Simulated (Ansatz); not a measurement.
# C3H8OSi: a ladder of functionals and wavefunction methods

One table from this session's results is given with a row withheld; the runs are named, their logs left out.

Computed with Ansatz 0.2.0, Gaussian basis. Level: functionals in def2-TZVPP, the program's frozen cores in correlated methods.

Plan: PBE-D4, r2SCAN-D4, PBE0-D4, B3LYP-D4, ωB97X-V, ωB97M-V, B2PLYP; CCSD(T)/def2-TZVPP; MP2/def2-QZVPP; extrapolation to the limit.

### The geometry

All runs share one geometry, relaxed beforehand with PBE0-D4 in a triple-zeta def2 set.

SMILES `O[SiH]1CCC1`, 13 atoms, charge 0, spin multiplicity 1.

Atoms are counted from 1 here; the program's logs count them from 0.

Bond lengths: O1–Si2 1.647 Å, O1–H6 0.957 Å, Si2–C3 1.871 Å, Si2–C5 1.871 Å, Si2–H7 1.494 Å, C3–C4 1.555 Å, C3–H8 1.089 Å, C3–H9 1.094 Å, C4–C5 1.555 Å, C4–H10 1.093 Å, C4–H11 1.092 Å, C5–H12 1.094 Å, C5–H13 1.089 Å. Angles: Si2–O1–H6 117.6°, O1–Si2–C3 120.0°, O1–Si2–C5 120.1°, O1–Si2–H7 108.7°, C3–Si2–C5 79.5°, C3–Si2–H7 113.1°, C5–Si2–H7 113.1°, Si2–C3–C4 85.5°, Si2–C3–H8 122.6°, Si2–C3–H9 110.8°, C4–C3–H8 116.7°, C4–C3–H9 110.5°, H8–C3–H9 108.8°, C3–C4–C5 100.6°, C3–C4–H10 110.0°, C3–C4–H11 114.4°, C5–C4–H10 110.0°, C5–C4–H11 114.4° and more.

Set-up of the first run:

in.yaml reads:

```yaml
crystal:
  periodic: [false, false, false]
  atoms:
    - {symbol: O, position_ang: [-1.521578, 1.905017, 0.299615]}
    - {symbol: Si, position_ang: [-0.611580, 0.716126, -0.387550]}
    - {symbol: C, position_ang: [-0.689050, -1.027878, 0.285539]}
    - {symbol: C, position_ang: [0.851955, -1.046195, 0.076570]}
    - {symbol: C, position_ang: [1.167879, 0.475312, 0.138497]}
    - {symbol: H, position_ang: [-2.021129, 2.475267, -0.284590]}
    - {symbol: H, position_ang: [-0.779734, 0.779616, -1.871124]}
    - {symbol: H, position_ang: [-1.258328, -1.819973, -0.199023]}
    - {symbol: H, position_ang: [-0.930226, -1.022651, 1.352377]}
    - {symbol: H, position_ang: [1.090227, -1.437565, -0.916038]}
    - {symbol: H, position_ang: [1.398839, -1.650641, 0.803798]}
    - {symbol: H, position_ang: [1.313807, 0.793605, 1.174704]}
    - {symbol: H, position_ang: [2.009418, 0.825260, -0.457875]}
basis:
  gaussian: {orbitals: def2-TZVPP}
hamiltonian: {xc: pbe, dispersion: d4}
output: {forces: true, orbitals: {seedname: orbitals}}
```

The run is started by

```console
> ansatz run in.yaml --threads 4 --pin off --events-out ev --progress --plain --max-ram 10444MiB
```

Among the steps run: PBE-D4 (GGA); r2SCAN-D4 (meta-GGA); PBE0-D4 (hybrid); B3LYP-D4 (hybrid); ωB97X-V (range-separated); ωB97M-V (range-separated); B2PLYP (double hybrid); CCSD(T) in def2-TZVPP; MP2 in def2-QZVPP.

One table of the session follows, with a row left open; its other results are not shown here.

It belongs to the step «Atomisation energies». 

| method | atomisation energy (eV) |
| --- | --- |
| PBE-D4 | 53.529 |
| r2SCAN-D4 | 52.842 |
| PBE0-D4 | 52.868 |
| B3LYP-D4 | 52.588 |
| ωB97X-V | 52.882 |
| ωB97M-V | 52.913 |
| B2PLYP | 52.138 |
| HF/def2-TZVPP | ? |
| MP2/def2-TZVPP | 52.267 |
| CCSD/def2-TZVPP | 50.816 |
| CCSD(T)/def2-TZVPP | 51.498 |
| MP2/CBS | 53.550 |
| CCSD(T)/CBS | 52.781 |

Q: Estimate the row for HF/def2-TZVPP from the others.

The run gave: atomisation energy (eV): 39.156. In the column «atomisation energy (eV)» it is the lowest.

To keep in mind: Free atoms (1 O, 1 Si, 3 C, 8 H) were run apart at each level; the atomisation energy is their sum less the molecule, without zero-point or spin-orbit terms.
